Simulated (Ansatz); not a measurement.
# CH3Cu: functionals against CCSD(T) at one geometry

How do the functionals fare away from a minimum? The structure is a structure displaced at random from a GFN2-xTB minimum.

Computed with Ansatz 0.2.0, Gaussian basis. Level: single points in def2-TZVPP.

Correlated methods freeze the cores. The 3s and 3p shells of Cu and Zn are frozen; filled d shells are correlated.

## 1. Starting geometry

SMILES `[CH3][Cu]`, 5 atoms, charge 0, spin multiplicity 1.

Atoms are counted from 1 here; the program's logs count them from 0.

Bond lengths: C1–Cu2 1.816 Å, C1–H3 0.776 Å, C1–H4 1.185 Å, C1–H5 1.167 Å. Angles: Cu2–C1–H3 116.5°, Cu2–C1–H4 123.1°, Cu2–C1–H5 125.8°, H3–C1–H4 96.7°, H3–C1–H5 94.3°, H4–C1–H5 93.2°.

As a file:

```csv
atom,x (Å),y (Å),z (Å)
C1,-0.05910,-0.01550,0.10970
Cu2,1.64600,-0.13360,0.72400
H3,-0.56030,-0.54520,0.37410
H4,-0.34190,-0.11760,-1.03670
H5,-0.78500,0.88340,0.27650
```

## 2. CCSD(T)/def2-TZVPP

run/in.yaml reads:

```yaml
crystal:
  periodic: [false, false, false]
  atoms:
    - {symbol: C, position_ang: [-0.059100, -0.015500, 0.109700]}
    - {symbol: Cu, position_ang: [1.646000, -0.133600, 0.724000]}
    - {symbol: H, position_ang: [-0.560300, -0.545200, 0.374100]}
    - {symbol: H, position_ang: [-0.341900, -0.117600, -1.036700]}
    - {symbol: H, position_ang: [-0.785000, 0.883400, 0.276500]}
basis:
  gaussian: {orbitals: def2-TZVPP}
correlation: {method: ccsd_t, frozen_orbitals: {C: 1, Cu: 9, H: 0}}
output: {forces: true}
```

The command line of these runs was not kept.

## 3. PBE0-D4/def2-TZVPP

run/in.yaml: that of step 2 with these lines changed.

```diff
@@ -10,3 +10,3 @@
   gaussian: {orbitals: def2-TZVPP}
-correlation: {method: ccsd_t, frozen_orbitals: {C: 1, Cu: 9, H: 0}}
-output: {forces: true}
+hamiltonian: {xc: pbe0, dispersion: d4}
+output: {forces: true, orbitals: {seedname: orbitals}}
```

## 4. wB97M-V/def2-TZVPP

run/in.yaml: that of step 3 with these lines changed.

```diff
@@ -10,3 +10,3 @@
   gaussian: {orbitals: def2-TZVPP}
-hamiltonian: {xc: pbe0, dispersion: d4}
-output: {forces: true, orbitals: {seedname: orbitals}}
+hamiltonian: {xc: {name: wB97M-V}}
+output: {forces: true}
```

## 5. r2SCAN-D4/def2-TZVPP

run/in.yaml: that of step 4 with these lines changed.

```diff
@@ -10,3 +10,3 @@
   gaussian: {orbitals: def2-TZVPP}
-hamiltonian: {xc: {name: wB97M-V}}
+hamiltonian: {xc: r2scan, dispersion: d4}
 output: {forces: true}
```

## 6. PBE-D4/def2-TZVPP

run/in.yaml: that of step 5 with these lines changed.

```diff
@@ -10,3 +10,3 @@
   gaussian: {orbitals: def2-TZVPP}
-hamiltonian: {xc: r2scan, dispersion: d4}
+hamiltonian: {xc: pbe, dispersion: d4}
 output: {forces: true}
```

## 7. LC-wPBE/def2-TZVPP

run/in.yaml: that of step 6 with these lines changed.

```diff
@@ -10,3 +10,3 @@
   gaussian: {orbitals: def2-TZVPP}
-hamiltonian: {xc: pbe, dispersion: d4}
+hamiltonian: {xc: {name: LC-wPBE}}
 output: {forces: true}
```

## 8. revPBE-D4/def2-TZVPP

run/in.yaml: that of step 7 with these lines changed.

```diff
@@ -10,3 +10,3 @@
   gaussian: {orbitals: def2-TZVPP}
-hamiltonian: {xc: {name: LC-wPBE}}
+hamiltonian: {xc: {name: revPBE}, dispersion: d4}
 output: {forces: true}
```

(Steps that only read results are left out.)

What does the calculation give? Wanted: energy less free atoms, CCSD(T)/def2-TZVPP; RMS force component; RMS force error; HOMO and LUMO, PBE0-D4; T1 diagnostic.

**Answer**, as computed:

| quantity | value |
| --- | --- |
| energy less free atoms, CCSD(T)/def2-TZVPP | -264.4 kcal/mol |
| RMS force component | 10.271 to 10.406 eV/Å over the methods |
| RMS force error | PBE0-D4 0.039, wB97M-V 0.136, r2SCAN-D4 0.149, PBE-D4 0.142, LC-wPBE 0.089, revPBE-D4 0.119 eV/Å |
| HOMO and LUMO, PBE0-D4 | -6.56 and -1.83 eV |
| T1 diagnostic | 0.031 |

Against CCSD(T) the functionals' energies less atoms differ by -15.0 to -5.2 kcal/mol, PBE-D4 by -15.0 kcal/mol. A larger basis would deepen the CCSD(T) value, while the functionals are nearly converged already, so the order here is not reliable. The forces of PBE0-D4 come nearest to CCSD(T), those of r2SCAN-D4 are farthest. Frozen-core CCSD(T) forces in triple zeta carry basis errors of their own, and this is one geometry, so small gaps rank nothing. The T1 diagnostic is large here, over the usual mark for main-group molecules (transition-metal compounds often pass it harmlessly), so CCSD(T) itself may be off.
